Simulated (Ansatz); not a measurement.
# C3H8Cl3NSn: the cost of one run

Program: Ansatz 0.2.0, Gaussian basis. Level of theory: one geometry, several basis sets. These are calculated values, not measurements.

The runs, in order: PBE0-D4/def2-SVP; ωB97M-V/def2-SVP; PBE0-D4/def2-QZVPP; ωB97M-V/def2-QZVPP; the functionals' def2-TZVPP values are taken from earlier runs.

**1. The relaxed structure**

All runs share one geometry, relaxed beforehand with PBE0-D4 in a triple-zeta def2 set. Sn takes the def2 core potential; no spin-orbit term is included.

SMILES `CC[N](C)[Sn]([Cl])([Cl])[Cl]`, 16 atoms, charge 0, spin multiplicity 1.

Atoms are counted from 1 here; the program's logs count them from 0.

Bond lengths: C1–C2 1.512 Å, C1–H9 1.096 Å, C1–H10 1.091 Å, C1–H11 1.091 Å, C2–N3 1.454 Å, C2–H12 1.102 Å, C2–H13 1.098 Å, N3–C4 1.452 Å, N3–Sn5 2.003 Å, C4–H14 1.099 Å, C4–H15 1.091 Å, C4–H16 1.096 Å, Sn5–Cl6 2.301 Å, Sn5–Cl7 2.319 Å, Sn5–Cl8 2.305 Å. Angles: C2–C1–H9 112.1°, C2–C1–H10 111.2°, C2–C1–H11 110.1°, H9–C1–H10 108.4°, H9–C1–H11 106.4°, H10–C1–H11 108.5°, C1–C2–N3 113.2°, C1–C2–H12 109.9°, C1–C2–H13 109.2°, N3–C2–H12 111.4°, N3–C2–H13 106.5°, H12–C2–H13 106.3°, C2–N3–C4 112.5°, C2–N3–Sn5 117.6°, C4–N3–Sn5 116.7°, N3–C4–H14 113.3°, N3–C4–H15 111.0°, N3–C4–H16 108.7° and more.

**2. PBE0-D4 in def2-SVP**

in.yaml reads:

```yaml
crystal:
  periodic: [false, false, false]
  atoms:
    - {symbol: C, position_ang: [-1.588612, 0.377483, -1.145238]}
    - {symbol: C, position_ang: [-1.166251, -0.144191, 0.209289]}
    - {symbol: N, position_ang: [0.192187, 0.229995, 0.569737]}
    - {symbol: C, position_ang: [0.549492, -0.198885, 1.909818]}
    - {symbol: Sn, position_ang: [1.606195, 0.052862, -0.837459]}
    - {symbol: Cl, position_ang: [1.587479, 1.798566, -2.335668]}
    - {symbol: Cl, position_ang: [1.466493, -1.892833, -2.091042]}
    - {symbol: Cl, position_ang: [3.669731, 0.089284, 0.189849]}
    - {symbol: H, position_ang: [-1.020319, -0.085153, -1.960155]}
    - {symbol: H, position_ang: [-1.462341, 1.459710, -1.208273]}
    - {symbol: H, position_ang: [-2.637967, 0.139724, -1.327913]}
    - {symbol: H, position_ang: [-1.308079, -1.235815, 0.251744]}
    - {symbol: H, position_ang: [-1.821411, 0.281412, 0.981023]}
    - {symbol: H, position_ang: [0.433486, -1.281185, 2.064545]}
    - {symbol: H, position_ang: [1.578617, 0.073645, 2.146314]}
    - {symbol: H, position_ang: [-0.101698, 0.312683, 2.627631]}
basis:
  gaussian: {orbitals: def2-SVP}
hamiltonian: {xc: pbe0, dispersion: d4}
output: {orbitals: {seedname: orbitals}}
```

The run is started by

```
> ansatz run in.yaml --threads 5 --pin off --events-out ev --progress --plain --max-ram 66560MiB --backend cpu
```

**Question.** How long does this run take on 5 threads of AMD EPYC 7R13, shared host, and how much memory does it need?

About 4.8 s, with a peak of 0.67 GiB.
